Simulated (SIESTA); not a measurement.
CuSn3:

```
CELL_PARAMETERS angstrom
-2.23990 2.23990 4.87070
2.23990 -2.23990 4.87070
2.23990 2.23990 -4.87070
ATOMIC_POSITIONS crystal
Sn 0.50000 0.50000 0.00000
Sn 0.25000 0.75000 0.50000
Sn 0.75000 0.25000 0.50000
Cu 0.00000 0.00000 0.00000
```

The cell comes from a database or a generator and needn't be the stable form of this composition.

Base run:

* Program: SIESTA 5.4.2
* Functional: PBEsol
* Potentials or basis: PseudoDojo 0.4 standard (PBEsol files)
* Basis: DZ (energy shift 0.003 Ry; two zetas on semicore shells)
* Grid cutoff: 800 Ry
* Energy shift: 0.003 Ry
* k mesh: 8 × 8 × 8
* Occupations: fermi-dirac, width 0.05 eV
* Spin: no spin polarisation

Its results: band gap on the k mesh none (metal or under the smearing width); pressure -2.9 GPa.

Task: After a change of settings the same cell gave: band gap on the k mesh none (metal or under the smearing width); pressure 2.0 GPa. Which change was it?
A. basis from DZ (energy shift 0.003 Ry; two zetas on semicore shells) to DZP (energy shift 0.003 Ry; two zetas on semicore shells)
B. basis from DZ (energy shift 0.003 Ry; two zetas on semicore shells) to TZP (energy shift 0.003 Ry; two zetas on semicore shells)
C. basis from DZ (energy shift 0.003 Ry; two zetas on semicore shells) to TZDP (energy shift 0.003 Ry; two zetas on semicore shells)
D. basis from DZ (energy shift 0.003 Ry; two zetas on semicore shells) to SZ (energy shift 0.003 Ry)

Result: D.

Caveats: the basis has no polarisation orbitals; short orbitals over semicore shells can move pressures by several GPa; spin-orbit coupling is left out, which moves the levels of the heavy elements; the basis of atomic orbitals isn't converged, which shifts pressures, moduli and gaps.
